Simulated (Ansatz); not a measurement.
# C2H3BrFI, SMILES FC(Br)CI: a rigid torsion scan

Program: Ansatz 0.2.0 through its Python package.

Notebook, run cell by cell (the value of a cell's last expression is shown):

In [1]:
```python
from dataclasses import dataclass

import ansatz
from ase import Atoms


@dataclass
class Options:
    basis: str = "def2-SVP"
    xc: str = "pbe0"
    force_tol: float = 0.02
    method: str = "mp2"
```

In [2]:
```python
opts = Options()

atoms = Atoms(["F", "C", "Br", "C", "I", "H", "H", "H"], positions=[
    [-1.557, -0.7563, 0.6717],
    [-0.7416, 0.1863, 0.1352],
    [-0.6559, 1.6616, 1.4021],
    [0.6453, -0.4192, -0.112],
    [1.7746, 0.7658, -1.4855],
    [-1.2391, 0.5828, -0.7798],
    [0.4919, -1.4377, -0.5655],
    [1.1667, -0.5488, 0.8339],
])
```

In [3]:
```python
# start the scan from a relaxed geometry
first = (
    ansatz.Crystal.molecule_from_ase(atoms).calculation()
    .basis(gaussian=opts.basis)
    .functional(opts.xc)
    .relax(force_tolerance=opts.force_tol, max_steps=80)
)
atoms.positions = first.run(threads=1).report["positions_ang"]

start = atoms.get_dihedral(0, 1, 3, 4)
energies = {}
for turn in range(0, 360, 30):
    turned = atoms.copy()
    turned.set_dihedral(0, 1, 3, 4, start + turn, indices=[3, 4, 6, 7])
    calculation = ansatz.Crystal.molecule_from_ase(turned).calculation()
    calculation = calculation.basis(gaussian=opts.basis)
    calculation = calculation.correlation(opts.method)
    energies[round((start + turn) % 360)] = calculation.run(threads=1).report["free_energy_ev"]
floor = min(energies.values())
print("dihedral F0-C1-C3-I4 (deg)   E - E(min) (kJ/mol)")
for angle, e in sorted(energies.items()):
    print(f"{angle:8d} {96.485332 * (e - floor):14.3f}  " + "#" * int(30 * (e - floor) / max(max(energies.values()) - floor, 1e-9)))
```
```text
dihedral F0-C1-C3-I4 (deg)   E - E(min) (kJ/mol)
      20         25.158  ############
      50          0.679
      80          1.522
     110         16.779  ########
     140         11.929  #####
     170          0.000
     200         21.615  ##########
     230         62.825  ##############################
     260         48.864  #######################
     290          9.672  ####
     320         11.400  #####
     350         33.287  ###############
```

The scan is rigid and the energies are electronic, in a modest basis. With rigid groups the curve can differ much from the relaxed path, the start wasn't checked as a minimum of this torsion, and equivalent turns needn't return to the same energy. def2 sets replace the cores of elements past krypton by effective core potentials. The start is relaxed with a density functional and scanned with the wavefunction method, so it isn't exactly that method's minimum. Finished in 85 s on 1 thread of Intel(R) Xeon(R) Platinum 8488C (Sapphire Rapids) (shared host), peak memory 0.41 GiB.
